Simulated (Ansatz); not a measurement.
# CH4BIOSn: the cost of one run

Method: RKS PBE/def2-SVP, in Ansatz 0.2.0.

1 further run of the same task is left out (it didn't finish).

**1. The system as given**

Bond lengths: C1–Sn2 2.100 Å, Sn2–O3 1.906 Å, Sn2–B4 2.357 Å, O3–B4 1.463 Å, B4–I5 2.192 Å, C1–H6 1.184 Å, C1–H7 1.086 Å, C1–H8 1.092 Å, Sn2–H9 1.729 Å. Angles (14 of 16 angles, heavy atoms first): C1–Sn2–O3 106.9°, C1–Sn2–B4 117.0°, O3–Sn2–B4 38.3°, Sn2–O3–B4 87.8°, Sn2–B4–O3 53.9°, Sn2–B4–I5 136.6°, O3–B4–I5 146.2°, C1–Sn2–H9 115.3°, O3–Sn2–H9 104.5°, B4–Sn2–H9 122.6°, Sn2–C1–H6 108.9°, Sn2–C1–H7 111.9°, Sn2–C1–H8 109.9°, H6–C1–H7 107.5°.

Structure file:

```xyz
9

C    -1.3975   -0.6796    0.1516
Sn    0.5793   -0.5718   -0.5478
O     1.6088    0.2518    0.8284
B     1.7808    1.3977   -0.0646
I     1.4832    3.5516   -0.3408
H    -1.8645    0.4086    0.1499
H    -1.4481   -1.0552    1.1689
H    -2.0079   -1.2549   -0.5478
H     1.3543   -2.0946   -0.8148
```

**2. Relaxing end A**

File input.yaml:

```yaml
crystal:
  periodic: [false, false, false]
  atoms:
    - { symbol: C, position_ang: [-1.3975, -0.6796, 0.1516] }
    - { symbol: Sn, position_ang: [0.5793, -0.5718, -0.5478] }
    - { symbol: O, position_ang: [1.6088, 0.2518, 0.8284] }
    - { symbol: B, position_ang: [1.7808, 1.3977, -0.0646] }
    - { symbol: I, position_ang: [1.4832, 3.5516, -0.3408] }
    - { symbol: H, position_ang: [-1.8645, 0.4086, 0.1499] }
    - { symbol: H, position_ang: [-1.4481, -1.0552, 1.1689] }
    - { symbol: H, position_ang: [-2.0079, -1.2549, -0.5478] }
    - { symbol: H, position_ang: [1.3543, -2.0946, -0.8148] }
basis:
  gaussian: { orbitals: def2-SVP }
hamiltonian:
  xc: pbe
relax:
  f_tol: 0.02
  max_steps: 50
```

Run with:

```
ansatz run input.yaml --threads 2 --pin off --max-ram 3072MiB --backend cpu --events-out ev --progress --plain --runs-dir out
```

**Question.** How long does this run take on 2 threads of Arm Neoverse V2, shared host, and how much memory does it need?

About 28 s, with a peak of 0.18 GiB.
